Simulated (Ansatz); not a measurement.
# Ga: strong compression

An exercise on one series of results from a longer session: the logs are not shown, and one member is left open.

Program: Ansatz 0.2.0. Level of theory: DFT PBEsol, with the methods named in each step. These are calculated values, not measurements.

1 further run of the same task is left out (it didn't finish). Runs told in other sessions of the task aren't counted.

## The structure to begin with

Symmetry: Fd-3m, No. 227, cubic system. The conventional cell has a = 5.749 Å, b = 5.749 Å, c = 5.749 Å, α = 90.00°, β = 90.00°, γ = 90.00°. Ga (site symmetry -43m) is surrounded by 4 Ga at 2.49 Å.

Structure file:

```cif
data_structure
_symmetry_space_group_name_H-M 'Fd-3m:1'
_symmetry_Int_Tables_number 227
_cell_length_a 5.7489
_cell_length_b 5.7489
_cell_length_c 5.7489
_cell_angle_alpha 90.000
_cell_angle_beta 90.000
_cell_angle_gamma 90.000
_cell_volume 190.00
loop_
_atom_site_label
_atom_site_type_symbol
_atom_site_symmetry_multiplicity
_atom_site_Wyckoff_symbol
_atom_site_fract_x
_atom_site_fract_y
_atom_site_fract_z
_atom_site_occupancy
Ga1 Ga 8 b 0.00000 0.50000 0.00000 1
```

The file gives the conventional cell by its symmetry; the runs use the cell typed in the input.

Whether this phase is the stable one at these pressures isn't tested.

Atoms are numbered in the order of the input: Ga1, Ga2.

The first run:

The input, input.yaml:

```yaml
crystal:
  lattice:
    - [0.0, 2.8744485395, 2.8744485395]
    - [2.8744485395, 0.0, 2.8744485395]
    - [2.8744485395, 2.8744485395, 0.0]
  atoms:
    - { symbol: Ga, position: [-0.125, -0.125, -0.125] }
    - { symbol: Ga, position: [0.125, 0.125, 0.125] }
kpoints:
  mp_grid: { grid: [13, 13, 13] }
scf:
  occupations: { method: fermi_dirac, width: 0.08 }
hamiltonian:
  xc: pbesol
  pseudopotentials: { kind: paw }
output:
  forces: true
  stress: true
  write_density: true
  write_potential: true
  elf: true
  volumetric_format: npy
relax:
  f_tol: 0.005
  max_steps: 40
  cell: {}
```

On the command line:

```
ansatz run input.yaml --threads 1 --pin off --max-ram 2048MiB --backend cpu --events-out ev --progress --plain --runs-dir out
```

Steps of the session up to this table: Cell relaxed at zero pressure, PAW; Volume scaled by 1, PAW; Volume scaled by 1, PAW (cutoff 300 eV); Volume scaled by 0.92, PAW; Volume scaled by 0.84, PAW; Volume scaled by 0.76, PAW; Volume scaled by 0.68, PAW; Volume scaled by 0.6, PAW; Volume scaled by 0.52, PAW; Volume scaled by 0.52, PAW (level accurate); Volume scaled by 0.45, PAW; Volume scaled by 0.45, PAW (level accurate).

One table of the session follows, with a row left open; its other results are not shown here.

| method | volume over the first | volume (Å³/atom) | pressure (GPa) |
| --- | --- | --- | --- |
| PAW | 1 | 23.895 | 0.00 |
| PAW | 0.92 | 21.984 | 4.36 |
| PAW | 0.84 | 20.072 | 11.32 |
| PAW | 0.76 | 18.160 | 22.48 |
| PAW | 0.68 | 16.249 | 40.80 |
| PAW | 0.6 | 14.337 | 71.97 |
| PAW | 0.52 | 12.426 | 127.20 |
| PAW | 0.45 | 10.753 | 214.00 |
| PAW (cutoff 300 eV) | 1 | ? | ? |
| PAW (level accurate) | 0.52 | 12.426 | 127.34 |
| PAW (level accurate) | 0.45 | 10.753 | 214.83 |

Q: Estimate the row for PAW (cutoff 300 eV), 1 from the others.

As computed: volume (Å³/atom): 23.895; pressure (GPa): 0.21.

To keep in mind: Warnings in the runs' records: cutoff below recommended.
